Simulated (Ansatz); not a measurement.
# AlGa2H+ (quartet): wave-function methods side by side, cc-pVTZ

One table from this session's results is given with a row withheld; the runs are named, their logs left out.

Method: cc-pVTZ, core rule «outside noble gas», up to 33 orbitals frozen; program: Ansatz 0.2.0, Gaussian basis.

To be run: UHF; CCSD(T) on ROHF; CCSD(T) on UHF; BCCD(T) on ROHF; CCSDT(Q) on ROHF; CCSDT(Q) on UHF; CASSCF and NEVPT2, 9 electrons in 13 orbitals.

4 further runs of the same task are left out: 4 set aside as unsound or not needed. Runs told in other sessions of the task aren't counted.

### The geometry

The geometry is a PBE0/def2-TZVP stationary point (not a proven minimum) of the parent state, kept for this charge and spin. No spin-orbit coupling is included. The filled d shell of Ga may be among the frozen orbitals whatever the setting's name suggests.

4 atoms, charge 1, spin multiplicity 4.

Atoms are counted from 1 here; the program's logs count them from 0.

Bond lengths: Ga1–Al2 2.555 Å, Al2–Ga3 2.555 Å, Al2–H4 1.846 Å. Angles: Ga1–Al2–Ga3 72.4°, Ga1–Al2–H4 52.9°, Ga3–Al2–H4 52.9°.

The first run:

in.yaml

```yaml
crystal:
  periodic: [false, false, false]
  atoms:
    - {symbol: Ga, position_ang: [-0.004403, 0.336351, 1.508986]}
    - {symbol: Al, position_ang: [-0.022649, -1.725034, 0.000000]}
    - {symbol: Ga, position_ang: [-0.004403, 0.336351, -1.508986]}
    - {symbol: H, position_ang: [1.215461, -0.355847, 0.000000]}
basis:
  gaussian: {orbitals: cc-pVTZ}
total_charge: 1
magnetization: {spin_polarized: true, initial_magnetization: 3}
hamiltonian: {xc: hf}
output: {orbitals: {seedname: orbitals}}
```

Started as:

```bash
$ ansatz run in.yaml --threads 1 --pin off --events-out ev --progress --plain --max-ram 4096MiB --backend cpu
```

Among the steps run: UHF; CCSD(T) on ROHF; CCSD(T) on UHF; BCCD(T) on ROHF; CCSDT(Q) on ROHF; CCSDT(Q) on UHF; CASSCF and NEVPT2, 9 electrons in 13 orbitals.

One table of the session follows, with a row left open; its other results are not shown here.

| method | from UCCSDT(Q) (kJ/mol) |
| --- | --- |
| ROHF | +506.4 |
| UHF | +472.9 |
| RMP2 | +113.6 |
| UMP2 | +118.8 |
| RCCSD | +31.5 |
| UCCSD | +29.5 |
| RCCSD(T) | +7.2 |
| UCCSD(T) | +6.5 |
| BCCD(T) | +7.1 |
| RCCSDT | ? |
| UCCSDT | +1.7 |
| RCCSDT(Q) | +1.1 |
| UCCSDT(Q) | 0 |
| CASSCF valence | +249.8 |
| NEVPT2 valence | +60.1 |

**Question.** Estimate the row for RCCSDT.

As computed: from UCCSDT(Q) (kJ/mol): +2.8. In the column «from UCCSDT(Q) (kJ/mol)» it lies between UCCSDT (+1.7) and UCCSD(T) (+6.5).

Caveats from the session: Restricted and unrestricted rows rest on different reference determinants; a gap between their highest levels can come from leftover correlation error, from unlike frozen cores or from another state.
